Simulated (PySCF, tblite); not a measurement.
**C3H11NSi3: geometry, infrared bands and NMR shifts**

What infrared bands and NMR shifts should C3H11NSi3 (`C[Si]([SiH3])([SiH3])CC#N`) show?

Programs: tblite 0.8.0 and PySCF 2.14.0, with density-fitted response routines of our own. Each step states its level of theory. These are calculated values for one molecule in the gas phase, unless marked as measured. Atoms are numbered from 0 throughout.

## 1. Starting geometry

18 atoms, charge 0, multiplicity 1; geometry from: force field or distance geometry start.

Bonds of the start (Å): C0–Si1 1.86, Si1–Si2 2.30, Si1–Si3 2.29, Si1–C4 1.86, C4–C5 1.48, C5–N6 1.16, C0–H7 1.10, C0–H8 1.09, C0–H9 1.09, Si2–H10 1.48, Si2–H11 1.48, Si2–H12 1.47, Si3–H13 1.47, Si3–H14 1.49, Si3–H15 1.49, C4–H16 1.09, C4–H17 1.09.

## 2. Relaxing the molecule with GFN2-xTB

What the job is given:

```
{"job": {"kind": "relax", "xc": "GFN2-xTB", "basis": "xTB"}, "charge": 0, "multiplicity": 1}
C     -0.133800    -1.325000     1.675000
Si    -0.035600    -0.149000     0.233300
Si     2.131900    -0.107800    -0.537600
Si    -1.317100    -0.927400    -1.494900
C     -0.576800     1.557600     0.727600
C     -0.516700     2.537000    -0.374800
N     -0.458000     3.308300    -1.243400
H     -1.162500    -1.384900     2.055300
H      0.182200    -2.335700     1.402200
H      0.484200    -0.990500     2.510900
H      2.992800     0.463200     0.515500
H      2.212700     0.732700    -1.756600
H      2.570100    -1.483000    -0.838200
H     -1.151200    -0.079600    -2.688000
H     -2.742100    -0.911300    -1.057400
H     -0.927800    -2.328700    -1.798000
H     -1.601800     1.520800     1.104200
H      0.040900     1.909400     1.553200
```

The run is started by

```
$ OMP_NUM_THREADS=1 python probes_run.py task.json out
```

One launch serves the whole session: the jobs run in the order shown.

**Question.** This job is followed by: GFN2-xTB harmonic vibrations, gas phase; GIAO PBE0/pcSseg-1 NMR shielding, non-relativistic, gas phase. Predict these results of the whole session: strongest single infrared mode (GFN2-xTB); zero-point energy (GFN2-xTB); 13C shifts against TMS (PBE0/pcSseg-1); 1H shifts against TMS (PBE0/pcSseg-1, means over atoms taken as alike); 29Si shifts against TMS (PBE0/pcSseg-1, means over atoms taken as alike); 15N shifts against NH3 (PBE0/pcSseg-1).

As calculated:

| quantity | value |
| --- | --- |
| strongest single infrared mode (GFN2-xTB) | 747 cm⁻¹, 967 km/mol |
| zero-point energy (GFN2-xTB) | 75.3 kcal/mol |
| 13C shifts against TMS (PBE0/pcSseg-1) | 123.3, 3.1, -1.1 ppm |
| 1H shifts against TMS (PBE0/pcSseg-1, means over atoms taken as alike) | 3.63, 1.67, 0.35 ppm |
| 29Si shifts against TMS (PBE0/pcSseg-1, means over atoms taken as alike) | -38.8, -111.0 ppm |
| 15N shifts against NH3 (PBE0/pcSseg-1) | 296.9 ppm |

What this shows: Over 70 steps the energy fell by 0.370 eV; of the close pairs, Si1–C4 changed most, 1.857 to 1.953 Å. No mode is imaginary among the 48: a minimum at this level. The strongest single mode, at 747 cm⁻¹, has its largest shares on H11, H13, H12 and H15 (the list is cut at 4 atoms). GFN2-xTB is a fitted tight-binding method: band positions and strengths are rough. Its intensities can rank the bands wrongly. C5 (nitrile carbon) lies farthest downfield among carbon, at 123.3 ppm; C≡N carbons fall here, among the sp2 signals but without a proton. At PBE0/pcSseg-1: The largest span, 502 ppm, is at N6, where the paramagnetic term is -370 ppm.
